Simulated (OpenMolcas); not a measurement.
# Fe²⁺ among point charges: CASSCF levels and susceptibility

How does a field of 5 point charges split the states of Fe²⁺, and what χT follows?

Program: OpenMolcas 26.06. Level of theory: state-averaged CASSCF, spin-orbit coupling by RASSI with atomic mean-field integrals. These are calculated values, not measurements, unless marked.

1 further run of the same task is left out (it didn't finish).

## (1) What is computed

* Species: Fe²⁺ (iron, Z = 26, 24 electrons)
* Basis: ANO-RCC-VTZP [6s5p3d2f1g], 59 functions
* Scalar Hamiltonian: DKH2, point nucleus
* Inactive shells: 1s 2s 2p 3s 3p
* Active space: 6 electrons in 5 orbitals (3d)
* Some configurations of this space: 3d6
* Orbitals: optimised for each spin and parity, averaged over all roots

Outer shells as boxes (Hund's rule):

3d6
```
3d [↑↓][↑ ][↑ ][↑ ][↑ ]
```

The ion sits among 5 point charges of -2.6 e arranged as a trigonal bipyramid (D3h), 1.81 Å from the ion, with the axial distance 1.973 Å. The active orbitals were held to one l.

Each step is its own input file, run in one work folder so that later steps find the files of earlier ones. Labels, J, g values, rates, χT and fits are worked out afterwards by a script from the matrices that RASSI stores.

## (2) GATEWAY and SEWARD: basis and integrals

Input file a.inp:

```
&GATEWAY
Coord
1

Fe 0.0 0.0 0.0
Basis=ANO-RCC-VTZP
Group=NoSym
NoMove
AngMom=0.0 0.0 0.0
AMFI
XField
5 Angstrom 0
1.810000 0.000000 0.000000 -2.600000
-0.905000 1.567506 0.000000 -2.600000
-0.905000 -1.567506 0.000000 -2.600000
0.000000 0.000000 1.972900 -2.600000
0.000000 0.000000 -1.972900 -2.600000
&SEWARD
```

The run is started by

```sh
OMP_NUM_THREADS=1 MOLCAS_MEM=1689 MOLCAS_PROJECT=a pymolcas a.inp > a.log
```

## (3) CASSCF: quintets, 5 roots

Input file a.inp:

```
&RASSCF
FileOrb=start.orb
Symmetry=1
Spin=5
nActEl=6 0 0
Inactive=9
Ras2=5
CIRoot=5 5 1
SDav=5
CIMx=300
Iter=120 100
PrWF=0.3
OrbListing=Nothing
MaxOrb=0
SupSym
1
15 10 11 12 13 14 27 28 29 30 31 32 33 34 35 36
LevShft=1.5
>>> COPY $Project.JobIph JOB001
```

start.orb holds the contracted functions of the basis, ordered by shell, or the orbitals of the step before.

## (4) CASSCF: triplets, 45 roots

Input file a.inp:

```
&RASSCF
FileOrb=start.orb
Symmetry=1
Spin=3
nActEl=6 0 0
Inactive=9
Ras2=5
CIRoot=45 45 1
SDav=45
CIMx=300
Iter=120 100
PrWF=0.3
OrbListing=Nothing
MaxOrb=0
SupSym
1
15 10 11 12 13 14 27 28 29 30 31 32 33 34 35 36
>>> COPY $Project.JobIph JOB002
```

## (5) CASSCF: singlets, 50 roots

Input file a.inp:

```
&RASSCF
FileOrb=start.orb
Symmetry=1
Spin=1
nActEl=6 0 0
Inactive=9
Ras2=5
CIRoot=50 50 1
SDav=50
CIMx=300
Iter=120 100
PrWF=0.3
OrbListing=Nothing
MaxOrb=0
SupSym
1
15 10 11 12 13 14 27 28 29 30 31 32 33 34 35 36
>>> COPY $Project.JobIph JOB003
```

## (6) State interaction with spin-orbit coupling

Input file a.inp:

```
&RASSI
NrOfJobIphs=3 5 45 50
1 2 3 4 5
1 2 3 4 5 6 7 8 9 10 11 12 13 14 15 16 17 18 19 20 21 22 23 24 25 26 27
28 29 30 31 32 33 34 35 36 37 38 39 40 41 42 43 44 45
1 2 3 4 5 6 7 8 9 10 11 12 13 14 15 16 17 18 19 20 21 22 23 24 25 26 27
28 29 30 31 32 33 34 35 36 37 38 39 40 41 42 43 44 45 46 47 48 49 50
IphNames
JOB001
JOB002
JOB003
EJob
SpinOrbit
DIPRint=1.0
SOCoupling=1000.0
Subsets=2
Property=9
'ANGMOM' 1 'ANGMOM' 2 'ANGMOM' 3 'MLTPL  1' 1 'MLTPL  1' 2 'MLTPL  1' 3
'AMFI' 1 'AMFI' 2 'AMFI' 3
SOProperty=3
'ANGMOM' 1 'ANGMOM' 2 'ANGMOM' 3
```

**Question.** What will these runs give? Wanted: spin-free ground state; first state of the same spin within the active space; lowest level; next level.

**Answer**, as computed:

```
                                            quantity                           value
                                              method                          CASSCF
                              spin-free ground state  5E, 2-fold in its orbital part
first state of the same spin within the active space                 5E at 6320 cm⁻¹
                                        lowest level   2-fold, g = 0.00, 0.00, 10.01
                                          next level                       86.4 cm⁻¹
                                         χT at 300 K                  3.68 cm³ K/mol
                           effective moment at 300 K                         5.43 μB
```

In words: The spin-free ground state (5E) comes to 100 % from free-ion D terms and keeps the highest spin of the shell. χT at 300 K is 3.68, against 3.01 cm³ K/mol for the spin alone, so orbital moment adds to it. An active space of the d shell alone favours high spin; real ions in strong fields can be low spin. The field of point charges can differ much from that of real complexes. With metal d orbitals alone active, the gaps between spin states are rough; where two lie within a few thousand cm-1, their order is open. Point charges carry no covalency, so the field is a model and not that of real ligands.
